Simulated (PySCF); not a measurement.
# Cu2H4O4 (Cu2(OH)4): the cost of one run

Programs: PySCF 2.14.0, with routines of our own; each step states its level. All values are computed. Atoms count from 0.

### Step 1. The starting structure

10 atoms, charge 0, high-spin multiplicity 3; geometry from: GFN2-xTB.

The system (coupled pair): Cu2(OH)4. The spin sites are atom 0 (1 unpaired) and atom 3 (1 unpaired).

### Step 2. Magnetic exchange: PBE0/def2-SVP H:def2-SV(P)

What the job is given:

```
{"job": {"kind": "bs", "xc": "PBE0", "basis": {"default": "def2-SVP", "H": "def2-SV(P)"}, "grid": 1, "rks": false}, "charge": 0, "high_spin_multiplicity": 3, "spin_sites": [[[0], 1], [[3], 1]]}
Cu     0.020520    -0.589460     1.296370
O     -0.042910    -1.360380     2.813060
O     -0.495400     1.035080     0.485570
Cu    -0.043400     0.592270    -1.294390
O     -0.193620     1.241090    -2.860100
O      0.608290    -0.970230    -0.458290
H      0.715960    -1.227220     3.380100
H     -1.408700     1.300650     0.628540
H      0.536900     1.780170    -3.160910
H      0.302360    -1.801970    -0.829950
```

Method: PBE0/def2-SVP H:def2-SV(P) high-spin and broken-symmetry single points, gas phase.

Run with:

```bash
$ OMP_NUM_THREADS=1 python exch_run.py task.json out
```

This one command runs all jobs of the session in turn.

**Question.** How long does this first job take on 1 thread of Arm Neoverse V2, shared host, and how much memory does it need?

About 20 s, with a peak of 0.45 GiB.
